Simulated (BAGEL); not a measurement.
**CH5NOSi (SMILES C1N[SiH2]O1): RI-MP2/6-31G(d) (density fitting with qzvpp-jkfit, spherical functions)**

What is the energy change on altering one bond length of CH5NOSi at RI-MP2/6-31G* (density fitting with qzvpp-jkfit, spherical functions)? 

The results are computed with BAGEL 1.2.2.

3 further runs of the same task are left out: 3 set aside as unsound or not needed. Runs told in other sessions of the task aren't counted.

## (1) Starting point

CH5NOSi has 9 atoms, charge 0, and is taken as a singlet. SMILES: `C1N[SiH2]O1`. The coordinates come from a PBE0-D4/def2-TZVP relaxation.

Bond lengths: C1–N2 1.468 Å, N2–Si3 1.726 Å, C1–O4 1.436 Å, Si3–O4 1.668 Å, C1–H5 1.095 Å, C1–H6 1.097 Å, N2–H7 1.006 Å, Si3–H8 1.491 Å, Si3–H9 1.484 Å. Some angles: C1–N2–Si3 87.4°, N2–C1–O4 99.7°, N2–Si3–O4 81.7°, C1–O4–Si3 90.7°, C1–N2–H7 118.3°, Si3–N2–H7 129.6°, N2–C1–H5 113.1°, N2–C1–H6 113.7°, O4–C1–H5 109.5°, O4–C1–H6 110.7°.

## (2) A single-point energy at RI-MP2/6-31G(d) (density fitting with qzvpp-jkfit, spherical functions)

File input.json:

```json
{ "bagel" : [

{
  "title" : "molecule",
  "basis" : "6-31gs.json",
  "df_basis" : "qzvpp-jkfit",
  "angstrom" : true,
  "geometry" : [
    { "atom" : "C", "xyz" : [      -0.800800,       0.729600,       0.121700 ] },
    { "atom" : "N", "xyz" : [      -0.090800,       0.039000,      -0.961200 ] },
    { "atom" : "Si", "xyz" : [       0.727200,      -0.867100,       0.259500 ] },
    { "atom" : "O", "xyz" : [      -0.320800,      -0.023700,       1.246100 ] },
    { "atom" : "H", "xyz" : [      -1.889700,       0.630700,       0.053900 ] },
    { "atom" : "H", "xyz" : [      -0.531600,       1.788500,       0.220600 ] },
    { "atom" : "H", "xyz" : [       0.287300,       0.591800,      -1.711300 ] },
    { "atom" : "H", "xyz" : [       2.176200,      -0.596600,       0.480800 ] },
    { "atom" : "H", "xyz" : [       0.531500,      -2.338500,       0.272900 ] }
  ]
},

{ "title" : "hf" },

{ "title" : "mp2", "ncore" : 8 }

]}
```

The basis set 6-31G* is read from a file made from the Basis Set Exchange's data (not shown).

Command:

```console
$ BAGEL_NUM_THREADS=1 BAGEL input.json > input.out
```

The log of the run:

```text
* using 1 threads per process

  ===============================================================
  ===============================================================

  *** Geometry ***

  { "atom" : "C", "xyz" : [     -1.513293,      1.378744,      0.229980 ] },
  { "atom" : "N", "xyz" : [     -0.171587,      0.073699,     -1.816405 ] },
  { "atom" : "Si", "xyz" : [      1.374209,     -1.638582,      0.490384 ] },
  { "atom" : "O", "xyz" : [     -0.606224,     -0.044787,      2.354788 ] },
  { "atom" : "H", "xyz" : [     -3.571015,      1.191850,      0.101856 ] },
  { "atom" : "H", "xyz" : [     -1.004578,      3.379775,      0.416874 ] },
  { "atom" : "H", "xyz" : [      0.542918,      1.118340,     -3.233888 ] },
  { "atom" : "H", "xyz" : [      4.112422,     -1.127411,      0.908580 ] },
  { "atom" : "H", "xyz" : [      1.004389,     -4.419125,      0.515706 ] },

  Number of auxiliary basis functions:      447

  Since a DF basis is specified, we compute 2- and 3-index integrals:
    o Being stored without compression. Storage requirement is 0.018 GB

  Number of basis functions:       70
  Number of electrons      :       40

    * METHOD: MOLECULE                             0.19

  *** RHF ***

  === Nuclear Repulsion ===
   179.1277168376

      * DIIS with orbital gradients will be used.

  === RHF iteration (6-31gs.json) ===
      0       -458.78021510          0.02411921           0.05
      1       -458.94139807          0.01464553           0.04
      2       -459.01572698          0.00172627           0.04
      3       -459.01706856          0.00060666           0.05
      4       -459.01720431          0.00011628           0.04
      5       -459.01721199          0.00002830           0.04
      6       -459.01721266          0.00000996           0.04
      7       -459.01721277          0.00000247           0.04
      8       -459.01721277          0.00000095           0.04
      9       -459.01721277          0.00000034           0.05
     10       -459.01721277          0.00000012           0.05
     11       -459.01721277          0.00000005           0.05
     12       -459.01721277          0.00000001           0.05
     13       -459.01721277          0.00000000           0.05
    * SCF iteration converged.

    * Permanent dipole moment:
           (   -0.406184,    -0.367820,     0.655778) a.u.

    * METHOD: HF                                   0.76

  *** RHF ***

  === Nuclear Repulsion ===
   179.1277168376

      * DIIS with orbital gradients will be used.

  === RHF iteration (6-31gs.json) ===
      0       -459.01721277          0.00000000           0.05
    * SCF iteration converged.

    * Permanent dipole moment:
           (   -0.406184,    -0.367820,     0.655778) a.u.

  === DF-MP2 calculation ===

    * freezing 8 orbitals
    * 3-index integral transformation done
    * assembly done

      MP2 correlation energy:   -0.5384253284      0.03

      MP2 total energy:       -459.5556380994

    * METHOD: MP2                                  0.13

  ===============================================================
```

Run time: 1.2 s. Hardware: 1 thread of Arm Neoverse V2, shared host; peak memory 0.093 GiB.

## (3) The distorted shape at the same level

File job.json:

```json
{ "bagel": [

{
  "title": "molecule",
  "basis": "6-31gs.json",
  "df_basis": "qzvpp-jkfit",
  "angstrom": true,
  "geometry": [
    { "atom": "C", "xyz": [   -0.637470,    0.744435,    0.131870 ] },
    { "atom": "N", "xyz": [    0.072530,    0.053835,   -0.951030 ] },
    { "atom": "Si", "xyz": [    0.890530,   -0.852265,    0.269670 ] },
    { "atom": "O", "xyz": [   -0.157470,   -0.008865,    1.256270 ] },
    { "atom": "H", "xyz": [   -1.889700,    0.630700,    0.053900 ] },
    { "atom": "H", "xyz": [   -0.368270,    1.803335,    0.230770 ] },
    { "atom": "H", "xyz": [    0.450630,    0.606635,   -1.701130 ] },
    { "atom": "H", "xyz": [    2.339530,   -0.581765,    0.490970 ] },
    { "atom": "H", "xyz": [    0.694830,   -2.323665,    0.283070 ] }
  ]
},
{
  "title": "hf"
},
{
  "title": "mp2",
  "ncore": 8
}

]}
```

The basis set 6-31G* is read from a file made from the Basis Set Exchange's data (not shown).

Command:

```console
$ BAGEL_NUM_THREADS=1 BAGEL job.json > job.out
```

The log of the run:

```text
* using 1 threads per process

  ===============================================================
  ===============================================================

  *** Geometry ***

  { "atom" : "C", "xyz" : [     -1.204644,      1.406778,      0.249198 ] },
  { "atom" : "N", "xyz" : [      0.137062,      0.101733,     -1.797186 ] },
  { "atom" : "Si", "xyz" : [      1.682858,     -1.610547,      0.509602 ] },
  { "atom" : "O", "xyz" : [     -0.297575,     -0.016752,      2.374006 ] },
  { "atom" : "H", "xyz" : [     -3.571015,      1.191850,      0.101856 ] },
  { "atom" : "H", "xyz" : [     -0.695929,      3.407809,      0.436092 ] },
  { "atom" : "H", "xyz" : [      0.851567,      1.146374,     -3.214670 ] },
  { "atom" : "H", "xyz" : [      4.421071,     -1.099377,      0.927799 ] },
  { "atom" : "H", "xyz" : [      1.313038,     -4.391090,      0.534925 ] },

  Number of auxiliary basis functions:      447

  Since a DF basis is specified, we compute 2- and 3-index integrals:
    o Being stored without compression. Storage requirement is 0.018 GB

  Number of basis functions:       70
  Number of electrons      :       40

    * METHOD: MOLECULE                             0.18

  *** RHF ***

  === Nuclear Repulsion ===
   178.3914148408

      * DIIS with orbital gradients will be used.

  === RHF iteration (6-31gs.json) ===
      0       -458.76103264          0.02428394           0.05
      1       -458.92372890          0.01485246           0.05
      2       -459.00026492          0.00174981           0.05
      3       -459.00167169          0.00062444           0.05
      4       -459.00181806          0.00012603           0.05
      5       -459.00182731          0.00003186           0.05
      6       -459.00182815          0.00001071           0.05
      7       -459.00182826          0.00000242           0.05
      8       -459.00182827          0.00000092           0.05
      9       -459.00182827          0.00000035           0.05
     10       -459.00182827          0.00000011           0.05
     11       -459.00182827          0.00000005           0.05
     12       -459.00182827          0.00000001           0.04
     13       -459.00182827          0.00000000           0.04
    * SCF iteration converged.

    * Permanent dipole moment:
           (   -0.504957,    -0.351111,     0.655477) a.u.

    * METHOD: HF                                   0.79

  *** RHF ***

  === Nuclear Repulsion ===
   178.3914148408

      * DIIS with orbital gradients will be used.

  === RHF iteration (6-31gs.json) ===
      0       -459.00182827          0.00000000           0.05
    * SCF iteration converged.

    * Permanent dipole moment:
           (   -0.504957,    -0.351111,     0.655477) a.u.

  === DF-MP2 calculation ===

    * freezing 8 orbitals
    * 3-index integral transformation done
    * assembly done

      MP2 correlation energy:   -0.5415640249      0.03

      MP2 total energy:       -459.5433922943

    * METHOD: MP2                                  0.14

  ===============================================================
```

Wall time 1.3 s (1 thread of Arm Neoverse V2, shared host); peak memory 0.094 GiB.

## (4) Summary of results

Level: RI-MP2/6-31G* (density fitting with qzvpp-jkfit, spherical functions), 8 core orbitals frozen.

| quantity | value |
| --- | --- |
| first shape: total energy | -459.55564 Eh |
| first shape: correlation energy (8 core orbitals frozen) | -538.4 mEh |
| distorted shape: total energy | -459.54339 Eh |
| distorted shape: correlation energy (8 core orbitals frozen) | -541.6 mEh |
| energy change with the C1–H5 bond stretched from 1.095 to 1.260 Å | 0.333 eV |

What this shows: With the C1–H5 bond stretched from 1.095 to 1.260 Å the energy rises by 0.33 eV (32.2 kJ/mol). The first shape isn't relaxed at this level, so the change isn't measured from a minimum.
